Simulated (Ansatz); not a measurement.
**Te2Mo: a strain scan**

This session takes Te2Mo and sets out to strain the cell along the Voigt pattern (0, 0, 1, 0, 0, 0).

Program: Ansatz 0.2.0. Level of theory: DFT r2SCAN, scalar-relativistic, plane waves, PAW. These are calculated values, not measurements.

### Step 1. Starting point

It takes space group P-6m2 (No. 187, hexagonal). Conventional cell: a = 3.560 Å, b = 3.560 Å, c = 17.524 Å, α = 90.00°, β = 90.00°, γ = 120.00°. Around Te (site symmetry 3m) lie 3 Mo at 2.73 Å. Mo (site symmetry -6m2) has 6 Te at 2.73 Å as nearest neighbours.

Structure file:

```cif
data_structure
_symmetry_space_group_name_H-M 'P-6m2'
_symmetry_Int_Tables_number 187
_cell_length_a 3.5602
_cell_length_b 3.5602
_cell_length_c 17.5241
_cell_angle_alpha 90.000
_cell_angle_beta 90.000
_cell_angle_gamma 120.000
_cell_volume 192.36
loop_
_atom_site_label
_atom_site_type_symbol
_atom_site_symmetry_multiplicity
_atom_site_Wyckoff_symbol
_atom_site_fract_x
_atom_site_fract_y
_atom_site_fract_z
_atom_site_occupancy
Te1 Te 2 h 0.33333 0.66667 0.89786 1
Mo1 Mo 1 a 0.00000 0.00000 0.00000 1
```

It goes back to an entry of the Materials Project, which need not be the stable form.

The cell is taken as given, not relaxed at this level.

### Step 2. Zero of energy

Reference values: F = -18958.0912 eV; pressure 0.00 GPa; largest force 0.007 eV/Å; gap on the mesh 1.12 eV. It was computed beforehand with the settings of the runs below.

### Step 3. Setting up a strain scan

The cell is strained by ε times the Voigt pattern (0, 0, 1, 0, 0, 0) (xx, yy, zz, yz, xz, xy; engineering shear), with fractional coordinates fixed (clamped ions). The stress on the pattern is the sum of the stress components weighted by it, tension positive.

### Step 4. ε = -0.0400

input.yaml reads:

```yaml
crystal:
  lattice:
    - [3.560232814, 0.0, 0.0]
    - [-1.780116407, 3.0832520603, 0.0]
    - [0.0, 0.0, 16.8230955072]
  atoms:
    - { symbol: Te, position: [0.3333333333, 0.6666666667, 0.89785545] }
    - { symbol: Te, position: [0.3333333333, 0.6666666667, 0.10214455] }
    - { symbol: Mo, position: [0.0, 0.0, 0.0] }
basis:
  ecutwfc: 500
kpoints:
  mp_grid: { grid: [12, 12, 2] }
hamiltonian:
  xc: r2scan
scf:
  occupations: { method: gaussian, width: 0.05 }
output:
  forces: true
  stress: true
  eigenvalues: true
```

On the command line:

```console
$ ansatz run input.yaml --threads 1 --pin off --max-ram 2560MiB --backend cpu --events-out ev --progress --plain --runs-dir out
```

### Step 5. At ε = 0.0300

Edit input.yaml of step 4 so:

```diff
@@ -4,3 +4,3 @@
     - [-1.780116407, 3.0832520603, 0.0]
-    - [0.0, 0.0, 16.8230955072]
+    - [0.0, 0.0, 18.0497795546]
   atoms:
```

### Step 6. At ε = -0.0200

Edit input.yaml of step 5 so:

```diff
@@ -4,3 +4,3 @@
     - [-1.780116407, 3.0832520603, 0.0]
-    - [0.0, 0.0, 18.0497795546]
+    - [0.0, 0.0, 17.1735766636]
   atoms:
```

### Step 7. Point ε = 0.0100

Edit input.yaml of step 6 so:

```diff
@@ -4,3 +4,3 @@
     - [-1.780116407, 3.0832520603, 0.0]
-    - [0.0, 0.0, 17.1735766636]
+    - [0.0, 0.0, 17.6992983982]
   atoms:
```

### Step 8. ε = 0.0400

Edit input.yaml of step 7 so:

```diff
@@ -4,3 +4,3 @@
     - [-1.780116407, 3.0832520603, 0.0]
-    - [0.0, 0.0, 17.6992983982]
+    - [0.0, 0.0, 18.2250201328]
   atoms:
```

### Step 9. At ε = -0.0300

Edit input.yaml of step 8 so:

```diff
@@ -4,3 +4,3 @@
     - [-1.780116407, 3.0832520603, 0.0]
-    - [0.0, 0.0, 18.2250201328]
+    - [0.0, 0.0, 16.9983360854]
   atoms:
```

### Step 10. Point ε = 0.0200

Edit input.yaml of step 9 so:

```diff
@@ -4,3 +4,3 @@
     - [-1.780116407, 3.0832520603, 0.0]
-    - [0.0, 0.0, 16.9983360854]
+    - [0.0, 0.0, 17.8745389764]
   atoms:
```

### Step 11. Point ε = -0.0100

Edit input.yaml of step 10 so:

```diff
@@ -4,3 +4,3 @@
     - [-1.780116407, 3.0832520603, 0.0]
-    - [0.0, 0.0, 17.8745389764]
+    - [0.0, 0.0, 17.3488172418]
   atoms:
```

### Step 12. ε = 0.0350

Edit input.yaml of step 11 so:

```diff
@@ -4,3 +4,3 @@
     - [-1.780116407, 3.0832520603, 0.0]
-    - [0.0, 0.0, 17.3488172418]
+    - [0.0, 0.0, 18.1373998437]
   atoms:
```

(Steps that only read results are left out.)

Q: Predict the outcome of this session. Wanted: slope of the stress at ε = 0, over ±0.0100.

The runs gave:

| quantity | value |
| --- | --- |
| slope of the stress at ε = 0, over ±0.0100 | 76 GPa |

**Reading.** The slope of the stress at zero strain, 76 GPa, estimates C33 with clamped ions in this Cartesian frame; letting the atoms relax could not make it stiffer. The undisturbed cell stays the lowest of the sampled points. The gap on the mesh stays between 1.04 and 1.19 eV. These runs have no spin-orbit coupling; with Te it would split and shift bands. The cell holds empty space of several Å, a single layer or slab in vacuum, so volume, pressure and the long edge depend on that space.
